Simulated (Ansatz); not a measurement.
# SiGeH₂ (triplet): from Hartree-Fock to the top rungs, cc-pVTZ

The task here is to estimate one member of a computed series from the others.

The runs use Ansatz 0.2.0, Gaussian basis; cc-pVTZ, core rule «outside noble gas», up to 19 orbitals frozen.

The runs, in order: UHF; CCSD(T) on ROHF; CCSD(T) on UHF; BCCD(T) on ROHF; CCSDT(Q) on ROHF; CCSDT(Q) on UHF; CASSCF and MRCISD+Q, 10 electrons in 10 orbitals; CASSCF and NEVPT2, 10 electrons in 10 orbitals.

4 further runs of the same task are left out: 4 set aside as unsound or not needed.

## The system

The geometry is a PBE0/def2-TZVP stationary point (not a proven minimum) of the parent state, kept for this charge and spin. No spin-orbit coupling is included. The filled d shell of Ge may be among the frozen orbitals whatever the setting's name suggests; the logs give the count.

4 atoms, charge 0, spin multiplicity 3.

Atoms are counted from 1 here; the program's logs count them from 0.

Bond lengths: Si1–Ge2 2.167 Å, Si1–H3 1.493 Å, Si1–H4 1.620 Å, Ge2–H4 1.851 Å. Angles: Ge2–Si1–H3 163.0°, Ge2–Si1–H4 56.3°, H3–Si1–H4 106.7°, Si1–Ge2–H4 46.8°, Si1–H4–Ge2 76.9°.

Coordinates:

```xyz
4
GeH2Si
Si    0.0000    0.0746    1.5249
Ge    0.0000   -0.0064   -0.6402
H     0.0000   -0.3073    2.9682
H     0.0000   -1.3061    0.6773
```

The first run:

Input file in.yaml:

```yaml
crystal:
  periodic: [false, false, false]
  atoms:
    - {symbol: Si, position_ang: [0.000000, 0.074574, 1.524925]}
    - {symbol: Ge, position_ang: [0.000000, -0.006445, -0.640181]}
    - {symbol: H, position_ang: [0.000000, -0.307349, 2.968212]}
    - {symbol: H, position_ang: [0.000000, -1.306134, 0.677331]}
basis:
  gaussian: {orbitals: cc-pVTZ}
magnetization: {spin_polarized: true, initial_magnetization: 2}
hamiltonian: {xc: hf}
output: {orbitals: {seedname: orbitals}}
```

On the command line:

```console
$ ansatz run in.yaml --threads 1 --pin off --events-out ev --progress --plain --max-ram 2816MiB --backend cpu
```

Among the steps run: UHF; CCSD(T) on ROHF; CCSD(T) on UHF; BCCD(T) on ROHF; CCSDT(Q) on ROHF; CCSDT(Q) on UHF; CASSCF and MRCISD+Q, 10 electrons in 10 orbitals; CASSCF and NEVPT2, 10 electrons in 10 orbitals.

One of the session's tables, all rows but one given; the rest of the session is left out.

| method | from UCCSDT(Q) (kJ/mol) |
| --- | --- |
| ROHF | ? |
| UHF | +614.1 |
| RMP2 | +124.8 |
| UMP2 | +131.4 |
| RCCSD | +35.9 |
| UCCSD | +35.1 |
| RCCSD(T) | +7.1 |
| UCCSD(T) | +7.5 |
| BCCD(T) | +7.1 |
| RCCSDT | +2.4 |
| UCCSDT | +2.0 |
| RCCSDT(Q) | +0.5 |
| UCCSDT(Q) | 0 |
| CASSCF valence | +455.5 |
| NEVPT2 valence | +111.9 |
| MRCISD valence | +45.5 |
| MRCISD+Q valence | +7.5 |

Q: Estimate the row for ROHF from the others.

The run gave: from UCCSDT(Q) (kJ/mol): +638.8. In the column «from UCCSDT(Q) (kJ/mol)» it is the highest.

Caveats from the session: Restricted and unrestricted rows rest on different reference determinants; where their highest levels disagree by more than a few hundredths of an eV, they describe different states and don't form one ladder.
